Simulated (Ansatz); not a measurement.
# C2H6Cl2GaN: taking an electron away

An exercise on one series of results from a longer session: the logs are not shown, and one member is left open.

Method: unrestricted cation, the program's frozen cores in correlated methods; program: Ansatz 0.2.0, Gaussian basis.

Levels to be run: UKS PBE-D4/def2-TZVPP; UKS r2SCAN-D4/def2-TZVPP; UKS PBE0-D4/def2-TZVPP; UKS B3LYP-D4/def2-TZVPP; UKS wB97X-V/def2-TZVPP; UKS wB97M-V/def2-TZVPP; UKS B2PLYP/def2-TZVPP; UHF-CCSD(T)/def2-TZVPP; UHF-MP2/def2-QZVPP; extrapolation to the limit; then −ε(HOMO) from the neutral's earlier runs with LDA (SPW92), PBE-D4, revPBE-D4, BLYP-D4, r2SCAN-D4, B97M-V, PBE0-D4, B3LYP-D4, r2SCANh-D4, r2SCAN0-D4, HSE06-D4, BHLYP-D4, CAM-B3LYP-D4, LC-ωPBE, ωB97X-V, ωB97M-V.

**The relaxed structure**

All runs share one geometry, relaxed beforehand with PBE0-D4 in a triple-zeta def2 set.

SMILES `C[N](C)[Ga]([Cl])[Cl]`, 12 atoms, charge 0, spin multiplicity 1.

Atoms are counted from 1 here; the program's logs count them from 0.

Bond lengths: C1–N2 1.442 Å, C1–H7 1.098 Å, C1–H8 1.098 Å, C1–H9 1.091 Å, N2–C3 1.442 Å, N2–Ga4 1.797 Å, C3–H10 1.091 Å, C3–H11 1.098 Å, C3–H12 1.098 Å, Ga4–Cl5 2.127 Å, Ga4–Cl6 2.127 Å. Angles: N2–C1–H7 111.2°, N2–C1–H8 111.2°, N2–C1–H9 110.9°, H7–C1–H8 107.5°, H7–C1–H9 108.0°, H8–C1–H9 108.0°, C1–N2–C3 114.3°, C1–N2–Ga4 122.9°, C3–N2–Ga4 122.9°, N2–C3–H10 110.9°, N2–C3–H11 111.2°, N2–C3–H12 111.2°, H10–C3–H11 108.0°, H10–C3–H12 108.0°, H11–C3–H12 107.5°, N2–Ga4–Cl5 120.5°, N2–Ga4–Cl6 120.5°, Cl5–Ga4–Cl6 118.9°.

As a file:

```xyz
12
C2H6Cl2GaN
C    -0.50414   -0.57058    1.22427
N    -0.00034    0.00030   -0.00027
C     0.98263   -0.81284   -0.67247
Ga   -0.54973    1.58941   -0.63398
Cl    0.24409    2.36225   -2.44984
Cl   -2.00493    2.72865    0.41921
H     0.30512   -0.73259    1.94910
H    -0.98406   -1.54155    1.04148
H    -1.24201    0.08783    1.68548
H     1.32493   -0.33041   -1.58939
H     0.56941   -1.79469   -0.94033
H     1.85901   -0.98575   -0.03327
```

Set-up of the first run:

in.yaml reads:

```yaml
crystal:
  periodic: [false, false, false]
  atoms:
    - {symbol: C, position_ang: [-0.504138, -0.570583, 1.224274]}
    - {symbol: N, position_ang: [-0.000337, 0.000301, -0.000274]}
    - {symbol: C, position_ang: [0.982628, -0.812844, -0.672470]}
    - {symbol: Ga, position_ang: [-0.549730, 1.589407, -0.633976]}
    - {symbol: Cl, position_ang: [0.244090, 2.362250, -2.449839]}
    - {symbol: Cl, position_ang: [-2.004932, 2.728647, 0.419212]}
    - {symbol: H, position_ang: [0.305116, -0.732589, 1.949104]}
    - {symbol: H, position_ang: [-0.984058, -1.541549, 1.041481]}
    - {symbol: H, position_ang: [-1.242007, 0.087826, 1.685482]}
    - {symbol: H, position_ang: [1.324931, -0.330412, -1.589392]}
    - {symbol: H, position_ang: [0.569414, -1.794689, -0.940328]}
    - {symbol: H, position_ang: [1.859013, -0.985754, -0.033273]}
basis:
  gaussian: {orbitals: def2-TZVPP}
total_charge: 1
magnetization: {spin_polarized: true, initial_magnetization: 1}
hamiltonian: {xc: pbe, dispersion: d4}
```

The run is started by

```sh
$ ansatz run in.yaml --threads 2 --pin off --events-out ev --progress --plain --max-ram 32768MiB --backend cuda --devices 0, --max-vram 18GiB
```

Among the steps run: Cation, UKS PBE-D4/def2-TZVPP; Cation, UKS r2SCAN-D4/def2-TZVPP; Cation, UKS PBE0-D4/def2-TZVPP; Cation, UKS B3LYP-D4/def2-TZVPP; Cation, UKS wB97X-V/def2-TZVPP; Cation, UKS wB97M-V/def2-TZVPP; Cation, UKS B2PLYP (frozen core)/def2-TZVPP; Cation, UHF-CCSD(T)/def2-TZVPP; Cation, UHF-MP2/def2-QZVPP.

One table of the session follows, with a row left open; its other results are not shown here.

For comparison, −ε(HOMO) of the neutral from earlier runs:

```
  functional  −ε(HOMO) (eV)
 LDA (SPW92)              ?
      PBE-D4           5.62
   revPBE-D4           5.56
     BLYP-D4           5.51
   r2SCAN-D4           5.85
      B97M-V           5.95
     PBE0-D4           6.87
    B3LYP-D4           6.67
  r2SCANh-D4           6.32
  r2SCAN0-D4           7.04
    HSE06-D4           6.47
    BHLYP-D4           8.07
CAM-B3LYP-D4           8.24
     LC-ωPBE           9.57
     ωB97X-V           9.23
     ωB97M-V           9.14
```

Estimate the missing values for LDA (SPW92).

**Answer.** −ε(HOMO) (eV): 5.77. In the column «−ε(HOMO) (eV)» it lies between PBE-D4 (5.62) and r2SCAN-D4 (5.85).
